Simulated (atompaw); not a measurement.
**A PAW (atompaw) potential for gallium, from input to tests**

Task: generate the file, and judge it by its logarithmic derivatives, its ghosts and its cutoff.

Method: atompaw 4.2.0.5, LDA (PW92), scalar-relativistic.

### 1 The atom and the settings

Typed settings, in words:

```
element                 : gallium (Ga, Z = 31)
type                    : PAW
frozen core             : [Ne]
valence charge          : 21
reference configuration : 3s2 3p6 3d10 4s2 4p1
partial waves           : 3s (bound): rc 0.70 bohr; 4s (bound): rc 1.45 bohr; 3p (bound): rc 0.80 bohr; 4p (bound): rc 1.25 bohr; 3d (bound): rc 1.45 bohr; 3d channel at -0.8 Ry: rc 1.45 bohr
local potential         : ultrasoft scheme with l = 3 at -0.5 Ry, radius 1.35 bohr
core correction         : smooth core density matched at 1.40 bohr
augmentation charge     : sinc compensation charge, radius 1.35 bohr; PAW radius 1.45 bohr; waves and projectors: modrrkj vanderbiltortho
```

The outer shells as boxes (Hund's rule for the drawing; the calculation is spin-unpolarised):

```
[Ne] core
3s [↑↓]
3p [↑↓][↑↓][↑↓]
3d [↑↓][↑↓][↑↓][↑↓][↑↓]
4s [↑↓]
4p [↑ ][  ][  ]
```

The nodes and maxima of the atom's own shells, from an earlier all-electron run, set the scale for the radii.

All-electron outer shells of the reference configuration (LDA (PW92), scalar-relativistic, ld1.x):

```json
{"shell": "2s", "level (eV)": "-1260.06", "outermost node (bohr)": "0.07", "outermost maximum (bohr)": "0.18"}
{"shell": "2p", "level (eV)": "-1098.21", "outermost node (bohr)": "–", "outermost maximum (bohr)": "0.15"}
{"shell": "3s", "level (eV)": "-147.44", "outermost node (bohr)": "0.27", "outermost maximum (bohr)": "0.56"}
{"shell": "3p", "level (eV)": "-98.66", "outermost node (bohr)": "0.24", "outermost maximum (bohr)": "0.56"}
{"shell": "3d", "level (eV)": "-19.41", "outermost node (bohr)": "–", "outermost maximum (bohr)": "0.53"}
{"shell": "4s", "level (eV)": "-9.17", "outermost node (bohr)": "0.81", "outermost maximum (bohr)": "1.87"}
{"shell": "4p", "level (eV)": "-2.73", "outermost node (bohr)": "0.87", "outermost maximum (bohr)": "2.53"}
```

### 2 The generation run

Input file Ga.input:

```
Ga 31
LDA-PW scalarrelativistic loggrid 1500 logderivrange -13 5 451
4 4 3 0 0 0
4 1 1
0 0 0
c
c
v
v
c
v
v
v
2
1.45 1.35 1.35 1.40
n
n
y
-0.8
n
modrrkj vanderbiltortho sinc
3 -0.5 ultrasoft
0.70
1.45
0.80
1.25
1.45
1.45
PWSCFOUT
UPFDX 0.0125d0 UPFXMIN -7.d0 UPFZMESH 31.d0
END
```

Launch:

```sh
$ atompaw < Ga.input > Ga.log
```

Before running it: what results should come out? Wanted: cutoffs for 10 and 1 mRy, occupied levels; bound ghosts; largest phase difference near zero energy, channels read; lowest eigenvalue of the overlap; share of valence orbitals outside the PAW sphere; UPF file.

As calculated:

| quantity | value |
| --- | --- |
| cutoffs for 10 and 1 mRy, occupied levels | 160 Ry and 230 Ry |
| bound ghosts | none found |
| largest phase difference near zero energy, channels read | 0.000 rad |
| lowest eigenvalue of the overlap (Bessel basis) | 0.042 (d) |
| share of valence orbitals outside the PAW sphere | 3s 1 %, 4s 86 %, 3p 1 %, 4p 95 %, 3d 9 % |
| UPF file | written |

What this shows: By its cutoff, 160 Ry for the looser tolerance, it is very hard. It is free of bound ghosts as far as tested. Near zero energy the phases of the channels with partial waves agree within 0.001 rad. These are tests on the free atom; a crystal test is still owed.
